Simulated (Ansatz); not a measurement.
K₂CuBiCl₆, space group Fm-3m, a projected density of states

Computed with the Ansatz DFT code, driven from Python.

Input file `k2cubicl6.extxyz`:
```text
10
Lattice="0.0 5.233107 5.233107 5.233107 0.0 5.233107 5.233107 5.233107 0.0" Properties=species:S:1:pos:R:3 pbc="T T T"
K     7.84966050    7.84966050    7.84966050
K     2.61655350    2.61655350    2.61655350
Cu    5.23310700    5.23310700    5.23310700
Bi    0.00000000    0.00000000    0.00000000
Cl    2.72725465    5.23310700    5.23310700
Cl    5.23310700    5.23310700    2.72725465
Cl    7.73895935    5.23310700    5.23310700
Cl    5.23310700    2.72725465    5.23310700
Cl    5.23310700    7.73895935    5.23310700
Cl    5.23310700    5.23310700    7.73895935
```

`pdos_k2cubicl6.py`:
```python
"""Which atoms and shells make the states of K2CuBiCl6."""

import ansatz as az
import numpy as np

crystal = az.Crystal.from_extxyz("k2cubicl6.extxyz")

job = crystal.calculation()
job = job.functional("r2scan").basis(650)
job = job.kpoints(mesh=(3, 3, 3))
job = job.occupations("Fermi-Dirac", width=0.05)
job = job.scf(extra_bands=26)
job = job.density_of_states(projected=True, energy_step=0.05)
history = []
out = job.session().plan().execute(on_event=lambda event: history.append(event["data"]["dr2_ev"]) if event["event"] == "scf_iter" else None)
report = out.report
print("density residual by iteration (eV):", " ".join(f"{value:.1e}" for value in history[:40]))

dos = out.density_of_states()
energy = np.asarray(dos.energies_ev) - dos.fermi_ev
curves = {}
for site in out.projected_density_of_states().sites:
    for shell in site.shells:
        weight = sum(np.sum(curve.g_bin_mean_per_ev, axis=0) for curve in shell.curves)
        name = f"{site.species} {shell.label}"
        curves[name] = curves.get(name, 0) + weight

step = energy[1] - energy[0]
windows = [(-6, -3), (-3, 0), (0, 6)]
print("states by shell in windows of E - E_F (eV):", windows)
for name, g in curves.items():
    print(f"{name:8s}", " ".join(f"{step * g[(energy >= a) & (energy < b)].sum():8.3f}" for a, b in windows))
filled = (energy < 0) & (energy > -6)
for name, g in curves.items():
    if g[filled].sum() * step > 0.5:
        print(f"centre of {name}: {np.average(energy[filled], weights=g[filled]):.2f} eV")
```

`python pdos_k2cubicl6.py` gives:
```text
density residual by iteration (eV): 2.8e-01 2.9e-01 2.0e-02 7.8e-04 3.1e-04 5.3e-06 2.1e-06 4.4e-08
states by shell in windows of E - E_F (eV): [(-6, -3), (-3, 0), (0, 6)]
K 3S        0.001    0.000    0.002
K 4S        0.238    0.012    3.082
K 3P        0.018    0.000    0.006
Cu 3S       0.000    0.000    0.001
Cu 4S       0.100    0.010    1.143
Cu 3P       0.002    0.000    0.001
Cu 3D       1.104    8.618    0.141
Bi 6S       0.278    0.032    0.017
Bi 6P       0.413    0.221    3.856
Bi 5D       0.011    0.001    0.000
Cl 3S       0.109    0.081    0.439
Cl 3P      28.588    0.957    1.947
centre of Cu 3D: -1.76 eV
centre of Bi 6P: -3.85 eV
centre of Cl 3P: -4.09 eV
```

Notes:
- The run is spin-unpolarised.
- Along an axis with an odd division the mesh misses the point at one half; a gap read on a finite mesh is an upper bound on this functional's gap.
- Spin-orbit coupling, left out here, can change this gap by several tenths of an eV, and inverted bands can meet off the mesh.
- The empty d shell of the heavier alkali and alkaline-earth atoms, which makes much of a conduction band, may have no channel.
- In a crystal with a gap the Fermi level's place inside it depends on smearing and mesh.
- The crystal has a gap of about 1.67 eV on the mesh; bins of finite width blur the band edges.
- Without a Hubbard U or exact exchange, semilocal functionals often make such 3d compounds metallic or too weakly gapped.
- Spin-orbit coupling, which matters for elements this heavy, is left out.
- The structure comes from a database of computed cells and needn't be a stable or known phase.
- Curves are summed over the cell's atoms. Only shells that the potentials hold have channels, so projections don't add up to the total, least of all where a shell is missing (p of most metals); heights and places of peaks move with the mesh.
- The computed bands are complete only to about 8.3 eV above the Fermi level; beyond that the density of states is undercounted.
- A band centre counts only the states inside the window taken.
- Wall time of the script: 26 s on 1 thread of Arm Neoverse V1, with other jobs on the host, peak memory 1.6 GiB.

(Lines on the test bed's own set-up are left out of the output.)
